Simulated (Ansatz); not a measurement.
# CH6Cl2SSi2: up Jacob's ladder to CCSD(T)

An exercise on one series of results from a longer session: the logs are not shown, and one member is left open.

Computed with Ansatz 0.2.0, Gaussian basis. Level: functionals in def2-TZVPP, the program's frozen cores in correlated methods.

Plan: PBE-D4, r2SCAN-D4, PBE0-D4, B3LYP-D4, ωB97X-V, ωB97M-V, B2PLYP; CCSD(T)/def2-TZVPP; MP2/def2-QZVPP; extrapolation to the limit.

### The relaxed structure

An earlier PBE0-D4 in a triple-zeta def2 set relaxation fixed the geometry.

12 atoms, charge 0, spin multiplicity 1.

Atoms are counted from 1 here; the program's logs count them from 0.

Bond lengths: C1–Si2 1.860 Å, C1–H7 1.091 Å, C1–H8 1.091 Å, C1–H9 1.094 Å, Si2–S3 2.163 Å, Si2–H10 1.484 Å, Si2–H11 1.483 Å, S3–Si4 2.101 Å, Si4–Cl5 2.047 Å, Si4–Cl6 2.047 Å, Si4–H12 1.473 Å. Angles: Si2–C1–H7 110.9°, Si2–C1–H8 111.5°, Si2–C1–H9 109.1°, H7–C1–H8 108.5°, H7–C1–H9 108.6°, H8–C1–H9 108.2°, C1–Si2–S3 113.2°, C1–Si2–H10 111.6°, C1–Si2–H11 111.5°, S3–Si2–H10 101.8°, S3–Si2–H11 109.0°, H10–Si2–H11 109.3°, Si2–S3–Si4 102.5°, S3–Si4–Cl5 112.2°, S3–Si4–Cl6 112.4°, S3–Si4–H12 108.5°, Cl5–Si4–Cl6 107.1°, Cl5–Si4–H12 108.8° and more.

Set-up of the first run:

Contents of in.yaml:

```yaml
crystal:
  periodic: [false, false, false]
  atoms:
    - {symbol: C, position_ang: [0.315886, 0.424057, -1.627666]}
    - {symbol: Si, position_ang: [1.250109, -0.589073, -0.378876]}
    - {symbol: S, position_ang: [-0.038679, -1.636202, 1.006791]}
    - {symbol: Si, position_ang: [-1.259615, -0.094033, 1.744427]}
    - {symbol: Cl, position_ang: [-0.207414, 1.628561, 2.086419]}
    - {symbol: Cl, position_ang: [-2.783222, 0.376101, 0.460471]}
    - {symbol: H, position_ang: [-0.425120, -0.185333, -2.147884]}
    - {symbol: H, position_ang: [-0.196700, 1.264628, -1.157110]}
    - {symbol: H, position_ang: [1.019336, 0.822418, -2.364492]}
    - {symbol: H, position_ang: [1.978565, -1.711468, -1.021650]}
    - {symbol: H, position_ang: [2.209374, 0.241704, 0.388035]}
    - {symbol: H, position_ang: [-1.862529, -0.541361, 3.011536]}
basis:
  gaussian: {orbitals: def2-TZVPP}
hamiltonian: {xc: pbe, dispersion: d4}
output: {forces: true, orbitals: {seedname: orbitals}}
```

The run is started by

```bash
$ ansatz run in.yaml --threads 2 --pin off --events-out ev --progress --plain --max-ram 22528MiB --backend cuda --devices 0, --max-vram 18GiB
```

Steps of the session up to this table: PBE-D4 (GGA); r2SCAN-D4 (meta-GGA); PBE0-D4 (hybrid); B3LYP-D4 (hybrid); ωB97X-V (range-separated); ωB97M-V (range-separated); B2PLYP (double hybrid); CCSD(T) in def2-TZVPP; MP2 in def2-QZVPP.

One of the session's tables, all rows but one given; the rest of the session is left out.

```
            method  atomisation energy (kcal/mol)
            PBE-D4                          976.9
         r2SCAN-D4                          976.9
           PBE0-D4                          970.9
          B3LYP-D4                          964.4
           ωB97X-V                          978.9
           ωB97M-V                          977.7
            B2PLYP                          952.3
     HF/def2-TZVPP                          730.6
    MP2/def2-TZVPP                          959.0
   CCSD/def2-TZVPP                          928.8
CCSD(T)/def2-TZVPP                              ?
           MP2/CBS                          988.8
       CCSD(T)/CBS                          973.1
```

**Question.** Estimate the row for CCSD(T)/def2-TZVPP.

As computed: atomisation energy (kcal/mol): 943.3. In the column «atomisation energy (kcal/mol)» it lies between CCSD/def2-TZVPP (928.8) and B2PLYP (952.3).
